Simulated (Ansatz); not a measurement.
I need energies of removing a hydrogen of CH4ClGaSi, SMILES [Cl][Ga]1[CH2][SiH2]1. Use the Ansatz DFT code, driven from Python. Settings (for the species named): Hartree-Fock, def2-SVPD basis, multiplicity 1.

```xyz
8

Cl   -1.1423   -0.3108    2.2890
Ga    0.2555   -0.5545    1.3604
C     0.1908    0.7680    0.1791
Si    0.2291   -0.7945   -0.8156
H    -0.2400    1.5858   -0.3998
H     1.2812    1.0344    0.4109
H     0.7197   -0.5469   -2.1524
H    -1.2019   -1.2386   -0.9274
```

The script, `run_bde.py`:
```python
# -*- coding: utf-8 -*-
"""X-H bond energies of CH4ClGaSi without relaxation."""

import ansatz as az

BASIS = "def2-SVPD"
FUNCTIONAL = "HF"


def total_energy(molecule, charge=0, unpaired=0):
    calc = (
        molecule.calculation()
        .basis(gaussian=BASIS)  # atom-centred Gaussian functions
        .functional(FUNCTIONAL)
    )
    if charge:
        calc = calc.charge(charge)
    if unpaired:
        calc = calc.spin("collinear", total=unpaired)
    return calc.run(threads=1, backend="cpu").report["free_energy_ev"]

GEOMETRY = """
Cl   -1.14230   -0.31080    2.28900
Ga    0.25550   -0.55450    1.36040
C     0.19080    0.76800    0.17910
Si    0.22910   -0.79450   -0.81560
H    -0.24000    1.58580   -0.39980
H     1.28120    1.03440    0.41090
H     0.71970   -0.54690   -2.15240
H    -1.20190   -1.23860   -0.92740
"""

def without(molecule, index):
    rest = az.Crystal.molecule()
    for i, site in enumerate(molecule.cartesian_sites):
        if i != index:
            rest = rest.atom(site.symbol, site.position_ang)
    return rest


def main():
    mol = az.Crystal.molecule()
    for line in GEOMETRY.strip().splitlines():
        symbol, *xyz = line.split()
        mol = mol.atom(symbol, [float(v) for v in xyz])

    whole = total_energy(mol, 0)
    hydrogen = total_energy(az.Crystal.molecule().atom("H", (0, 0, 0)), 0, 1)
    print(f"E(molecule) = {whole:.5f} eV, E(H) = {hydrogen:.5f} eV")
    for index in [5, 7]:
        radical = total_energy(without(mol, index), 0, 1)
        print(f"H{index}: homolysis {23.060548 * (radical + hydrogen - whole):.1f} kcal/mol")


if __name__ == "__main__":
    main()
```

```console
$ python run_bde.py
E(molecule) = -73773.46130 eV, E(H) = -13.58606 eV
H5: homolysis 66.4 kcal/mol
H7: homolysis 67.2 kcal/mol
```

What to keep in mind:
- The settings weren't tested for convergence.
- The geometry is a force-field or estimated start, not a minimum of this method, and the basis set is short of its limit. All parts are taken at fixed geometry, without zero-point energy.
- The expectation value of S² is noticeably off S(S+1) in at least one run, so that state is spin-contaminated.
- Hartree-Fock leaves correlation out, so bond, atomisation and ionisation energies come out well too low.
- It ran for 57 s on 1 thread of Arm Neoverse V2, on a shared host, peak memory 0.59 GiB.
